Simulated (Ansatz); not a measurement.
# C₂H₆Cl₂Ge: small, medium and large basis sets

How large a basis does C₂H₆Cl₂Ge need? Two functionals are run in growing sets.

Method: one geometry, several basis sets; program: Ansatz 0.2.0, Gaussian basis.

The runs, in order: PBE0-D4/def2-SVP; ωB97M-V/def2-SVP; PBE0-D4/def2-QZVPP; ωB97M-V/def2-QZVPP; the functionals' def2-TZVPP values are taken from earlier runs.

**1. The relaxed structure**

An earlier PBE0-D4 in a triple-zeta def2 set relaxation fixed the geometry.

SMILES `[CH3][Ge]([CH3])([Cl])[Cl]`, 11 atoms, charge 0, spin multiplicity 1.

Atoms are counted from 1 here; the program's logs count them from 0.

Bond lengths: C1–Ge2 1.934 Å, C1–H6 1.091 Å, C1–H7 1.091 Å, C1–H8 1.089 Å, Ge2–C3 1.934 Å, Ge2–Cl4 2.158 Å, Ge2–Cl5 2.158 Å, C3–H9 1.089 Å, C3–H10 1.091 Å, C3–H11 1.091 Å. Angles: Ge2–C1–H6 109.7°, Ge2–C1–H7 109.7°, Ge2–C1–H8 109.3°, H6–C1–H7 109.6°, H6–C1–H8 109.3°, H7–C1–H8 109.3°, C1–Ge2–C3 117.8°, C1–Ge2–Cl4 108.0°, C1–Ge2–Cl5 108.0°, C3–Ge2–Cl4 108.0°, C3–Ge2–Cl5 108.0°, Cl4–Ge2–Cl5 106.6°, Ge2–C3–H9 109.3°, Ge2–C3–H10 109.7°, Ge2–C3–H11 109.7°, H9–C3–H10 109.3°, H9–C3–H11 109.3°, H10–C3–H11 109.6°.

**2. PBE0-D4 in def2-SVP**

in.yaml

```yaml
crystal:
  periodic: [false, false, false]
  atoms:
    - {symbol: C, position_ang: [-1.621068, 0.281270, 0.421034]}
    - {symbol: Ge, position_ang: [0.008846, 0.038068, -0.590584]}
    - {symbol: C, position_ang: [1.629034, -0.350701, 0.390737]}
    - {symbol: Cl, position_ang: [-0.315488, -1.562198, -2.001564]}
    - {symbol: Cl, position_ang: [0.345725, 1.826299, -1.750623]}
    - {symbol: H, position_ang: [-1.845124, -0.627934, 0.980435]}
    - {symbol: H, position_ang: [-1.502649, 1.116150, 1.112940]}
    - {symbol: H, position_ang: [-2.441336, 0.494364, -0.263586]}
    - {symbol: H, position_ang: [2.455837, -0.463858, -0.309651]}
    - {symbol: H, position_ang: [1.504101, -1.276494, 0.953839]}
    - {symbol: H, position_ang: [1.847621, 0.468033, 1.077522]}
basis:
  gaussian: {orbitals: def2-SVP}
hamiltonian: {xc: pbe0, dispersion: d4}
output: {orbitals: {seedname: orbitals}}
```

Command:

```bash
> ansatz run in.yaml --threads 4 --pin off --events-out ev --progress --plain --max-ram 11315MiB
```

After this run come: ωB97M-V in def2-SVP; PBE0-D4 in def2-QZVPP; ωB97M-V in def2-QZVPP.

Q: Predict the results of all the runs planned. Wanted: PBE0-D4: double and triple zeta above quadruple; ωB97M-V: double and triple zeta above quadruple.

The runs gave:

| quantity | value |
| --- | --- |
| PBE0-D4: double and triple zeta above quadruple | 20.31, 2.07 eV |
| ωB97M-V: double and triple zeta above quadruple | 20.30, 2.01 eV |

In words: For PBE0-D4 the step from double to triple zeta gains 18.24 eV and the next only 2.07 eV. These are total energies; as a rule much of such shifts cancels in differences, which this series doesn't test. The LUMO of ωB97M-V is positive and keeps falling with the basis (2.59 to 1.35 eV): an unbound level that the basis holds in place.
